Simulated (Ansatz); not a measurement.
Debugging a test of scalar relativity of NaSe (Ansatz's Python interface).

The script, `nase.py`:
```python
# -*- coding: utf-8 -*-
"""NaSe with and without the spin-free two-component Hamiltonian."""

import warnings

import ansatz as az
import numpy as np

warnings.simplefilter("ignore", az.DeckWarning)

geometry = (
    az.Crystal.molecule()
    .atom("Na", (0.0, 0.0, 0.0))
    .atom("Se", (0.0, 0.0, 2.69))
)

setup = (
    geometry.calculation()
    .functional("PBE")
    .spin("collinear", total=1)
    .charge(0.5)
    .forces()
)
# a set contracted for a scalar-relativistic Hamiltonian goes with the relativistic run
sets = {"none": "cc-pVTZ", "scalar": "cc-pVTZ-DK"}
found = {kind: setup.basis(gaussian=basis).pseudopotentials(relativity=kind).run(threads=1, backend="cpu").report for kind, basis in sets.items()}
for kind, each in found.items():
    dipole = 4.803205 * np.linalg.norm(each["charge_distribution"]["dipole_moment_e_ang"])
    print(f"{kind:7s} E = {each['free_energy_ev']:.4f} eV  dipole {dipole:.3f} D  largest force component {np.abs(each['forces_ev_ang']).max():.4f} eV/A")
print(f"relativity lowers the total energy by {found['none']['free_energy_ev'] - found['scalar']['free_energy_ev']:.3f} eV")
```

```console
$ python nase.py
Traceback (most recent call last):
  File "nase.py", line 26, in <module>
    found = {kind: setup.basis(gaussian=basis).pseudopotentials(relativity=kind).run(threads=1, backend="cpu").report for kind, basis in sets.items()}
                   ~~~~~~~~~~~~~~~~~~~~~~~~~~~~~~~~~~~~~~~~~~~~~~~~~~~~~~~~~~~~~~~~~^^^^^^^^^^^^^^^^^^^^^^^^^^
  ...
ansatz.RefusalError: invalid value for `total_charge`: a molecule in open space takes a whole number
```
(Library frames cut from the traceback.)

What is wrong, and how is it mended?

The fault: a molecule's charge must be whole. The correction:

```diff
--- before
+++ after
@@ -20,3 +20,2 @@
     .spin("collinear", total=1)
-    .charge(0.5)
     .forces()
```

After the fix:

Output of `python nase.py`:
```text
none    E = -69754.3070 eV  dipole 7.936 D  largest force component 0.2467 eV/A
scalar  E = -70531.0280 eV  dipole 7.852 D  largest force component 0.2615 eV/A
relativity lowers the total energy by 776.721 eV
```

Reading the output:
- Total energies depend on the basis set; only differences at equal settings carry meaning.
- The geometry is a force-field or estimated start, not a minimum of this method. The basis set changes with the Hamiltonian (a set recontracted for scalar relativity), and most of the change in the total lies in the cores.
- The run takes the species as open-shell (spin multiplicity 2), which needn't be its ground state.
- The spin state was assumed, and another may lie lower.
- Wall time of the script: 28 s on 1 thread of Arm Neoverse V1, on a shared host, peak memory 0.24 GiB.
